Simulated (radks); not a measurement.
**Rh³⁺ in [Ar] 3d10 4s2 4p4 4d6 5s2: an all-electron calculation**

The task here is to estimate one member of a computed series from the others.

Program: radks (a radial shooting solver on a logarithmic mesh, Libxc functionals) version 1. Level of theory: Dirac Kohn-Sham, LDA (Slater exchange, Perdew-Wang correlation), spin-unpolarised, spherical densities, point nucleus; open shells are shared between the two j in proportion to 2j + 1. These are calculated values, not measurements, unless marked.

## The atom as given

- element: rhodium (Z = 45)
- charge: +3
- electrons: 42
- configuration: [Ar] 3d10 4s2 4p4 4d6 5s2

Outer shells as boxes (Hund's rule):

Rh³⁺
```
[Ar] core
3d [↑↓][↑↓][↑↓][↑↓][↑↓]
4s [↑↓]
4p [↑↓][↑ ][↑ ]
4d [↑↓][↑ ][↑ ][↑ ][↑ ]
5s [↑↓]
```

Set-up of the first run:

The run's settings:

```text
Z 45
configuration [Ar] 3d10 4s2 4p4 4d6 5s2
relativity Dirac
functional lda,pw
spin unpolarised
j_filling average
nucleus point
c 137.035999084
```

Launch:

```
> python run_ks.py task.json out
```

The same process makes all the runs of this session.

One of the session's tables, all rows but one given; the rest of the session is left out.

It belongs to the step «Shells». Sizes of the orbitals, from the radial functions (bohr):

| level | <r> | outermost maximum (interpolated) | 90 % within | nodes |
| --- | --- | --- | --- | --- |
| 1s1/2 | 0.03266 | 0.0212 | 0.0586 | 0 |
| 2s1/2 | 0.1417 | 0.120 | 0.219 | 1 |
| 2p1/2 | 0.1203 | 0.0929 | 0.197 | 0 |
| 2p3/2 | 0.1252 | 0.0970 | 0.204 | 0 |
| 3s1/2 | 0.3909 | 0.352 | 0.577 | 2 |
| 3p1/2 | 0.3832 | 0.338 | 0.579 | 1 |
| 3p3/2 | 0.3940 | 0.348 | 0.594 | 1 |
| 3d3/2 | 0.3680 | 0.289 | 0.585 | 0 |
| 3d5/2 | 0.3715 | 0.292 | 0.590 | 0 |
| 4s1/2 | ? | ? | ? | ? |
| 4p1/2 | 1.018 | 0.911 | 1.49 | 2 |
| 4p3/2 | 1.044 | 0.934 | 1.53 | 2 |
| 4d3/2 | 1.265 | 1.06 | 1.93 | 1 |
| 4d5/2 | 1.275 | 1.07 | 1.95 | 1 |
| 5s1/2 | 2.301 | 2.11 | 3.28 | 4 |

Q: Estimate the row for 4s1/2 from the others.

**Answer.** <r>: 0.9555; outermost maximum (interpolated): 0.871; 90 % within: 1.38; nodes: 3. In the column «<r>» it lies between 3p3/2 (0.3940) and 4p1/2 (1.018).
